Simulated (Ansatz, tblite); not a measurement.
# (F2Ga-mu-PH2)2 (F₄Ga₂H₄P₂): a ladder of methods and basis sets

The task here is to estimate one member of a computed series from the others.

Method: as each input shows; program: Ansatz 0.2.0, Gaussian basis.

Levels to be run: GFN1-xTB, GFN2-xTB, PBE-D4/def2-TZVP, r2SCAN-D4/def2-TZVP, HSE06-D4/def2-TZVP, LC-ωPBE/def2-TZVP, r2SCANh-D4/def2-TZVP, PBE-D4/def2-SVP, PBE0-D4/def2-SVP, HF/STO-3G, HF/6-31G, B3LYP-D4/6-31G, PBE0-D4/def2-TZVPD, PBE-D4/def2-TZVPD, HSE06-D4/def2-TZVPD, CCSD(T)/def2-SVP, MP2/def2-TZVP, RPA/def2-TZVP.

4 further runs of the same task are left out: 2 that didn't finish, 2 set aside as unsound or not needed.

## The structure

The geometry is that of the singlet, from an earlier relaxation (PBE-D4/def2-SVP).

12 atoms, charge 0, spin multiplicity 1.

Bond lengths: Ga1–F2 1.774 Å, Ga1–F3 1.774 Å, Ga1–P4 2.433 Å, Ga1–P8 2.433 Å, P4–Ga5 2.433 Å, P4–H9 1.425 Å, P4–H10 1.424 Å, Ga5–F6 1.774 Å, Ga5–F7 1.774 Å, Ga5–P8 2.433 Å, P8–H11 1.425 Å, P8–H12 1.425 Å. Angles: F2–Ga1–F3 118.2°, F2–Ga1–P4 111.7°, F2–Ga1–P8 111.7°, F3–Ga1–P4 111.8°, F3–Ga1–P8 111.7°, P4–Ga1–P8 87.8°, Ga1–P4–Ga5 92.2°, Ga1–P4–H9 115.8°, Ga1–P4–H10 115.7°, Ga5–P4–H9 115.7°, Ga5–P4–H10 115.7°, H9–P4–H10 102.5°, P4–Ga5–F6 111.8°, P4–Ga5–F7 111.7°, P4–Ga5–P8 87.8°, F6–Ga5–F7 118.2°, F6–Ga5–P8 111.8°, F7–Ga5–P8 111.7° and more.

PBE0-D4/def2-TZVP was run before; its log isn't repeated, and its numbers join the tables.

Set-up of the first run:

Tight binding, by tblite at 300 K electronic temperature and without a spin-polarisation term:

```python
tblite.interface.Calculator('GFN1-xTB', numbers, positions, charge=0, uhf=0).singlepoint()
```

Tight binding, by tblite at 300 K electronic temperature and without a spin-polarisation term:

```python
tblite.interface.Calculator('GFN2-xTB', numbers, positions, charge=0, uhf=0).singlepoint()
```

start.molden holds the orbitals of an earlier run on this state, given as this run's starting guess.

Input file in.yaml:

```yaml
crystal:
  periodic: [false, false, false]
  atoms:
    - {symbol: Ga, position_ang: [-0.407433, 1.663141, -0.375408]}
    - {symbol: F, position_ang: [-0.556364, 2.206928, -2.057088]}
    - {symbol: F, position_ang: [-0.681695, 2.847962, 0.915608]}
    - {symbol: P, position_ang: [1.639309, 0.397208, -0.017970]}
    - {symbol: Ga, position_ang: [0.407312, -1.663134, 0.375782]}
    - {symbol: F, position_ang: [0.680746, -2.849378, -0.914103]}
    - {symbol: F, position_ang: [0.558174, -2.204885, 2.057928]}
    - {symbol: P, position_ang: [-1.639541, -0.397359, 0.017614]}
    - {symbol: H, position_ang: [2.461981, 0.839821, 1.057441]}
    - {symbol: H, position_ang: [2.549207, 0.372242, -1.113693]}
    - {symbol: H, position_ang: [-2.550625, -0.372209, 1.112399]}
    - {symbol: H, position_ang: [-2.461070, -0.840337, -1.058519]}
basis:
  gaussian: {orbitals: def2-TZVP, initial_orbitals: start.molden}
hamiltonian: {xc: pbe, dispersion: d4}
scf: {omitted_lower_state_checks: [starts]}
output: {orbitals: {seedname: orbitals}}
```

On the command line:

```console
$ ansatz run in.yaml --threads 4 --pin off --events-out ev --progress --plain --max-ram 4787MiB
```

Among the steps run: PBE-D4/def2-TZVP; r2SCAN-D4/def2-TZVP; HSE06-D4/def2-TZVP; LC-ωPBE/def2-TZVP; r2SCANh-D4/def2-TZVP; PBE-D4/def2-SVP; PBE0-D4/def2-SVP; HF/STO-3G; HF/6-31G; B3LYP-D4/6-31G; PBE0-D4/def2-TZVPD; PBE-D4/def2-TZVPD; HSE06-D4/def2-TZVPD; CCSD(T)/def2-SVP; MP2/def2-TZVP; RPA/def2-TZVP.

One of the session's tables, all rows but one given; the rest of the session is left out.

It belongs to the step «Levels side by side». 

| level | HOMO (eV) | gap (eV) |
| --- | --- | --- |
| HF/STO-3G | -6.16 | 14.36 |
| HF/6-31G | -11.57 | 12.61 |
| PBE-D4/def2-SVP | -7.22 | 4.45 |
| PBE-D4/def2-TZVP | -7.37 | 4.26 |
| PBE-D4/def2-TZVPD | -7.44 | 4.26 |
| r2SCAN-D4/def2-TZVP | -7.69 | 4.68 |
| r2SCANh-D4/def2-TZVP | -8.14 | 5.41 |
| B3LYP-D4/6-31G | -8.49 | 6.54 |
| PBE0-D4/def2-SVP | -8.56 | 6.49 |
| PBE0-D4/def2-TZVP | -8.60 | 6.25 |
| PBE0-D4/def2-TZVPD | -8.64 | 6.24 |
| HSE06-D4/def2-TZVP | -8.21 | 5.48 |
| HSE06-D4/def2-TZVPD | -8.25 | 5.47 |
| LC-ωPBE/def2-TZVP | ? | ? |

Estimate the missing values for LC-ωPBE/def2-TZVP.

The run gave: HOMO (eV): -11.08; gap (eV): 10.96. In the column «HOMO (eV)» it lies between HF/6-31G (-11.57) and PBE0-D4/def2-TZVPD (-8.64).
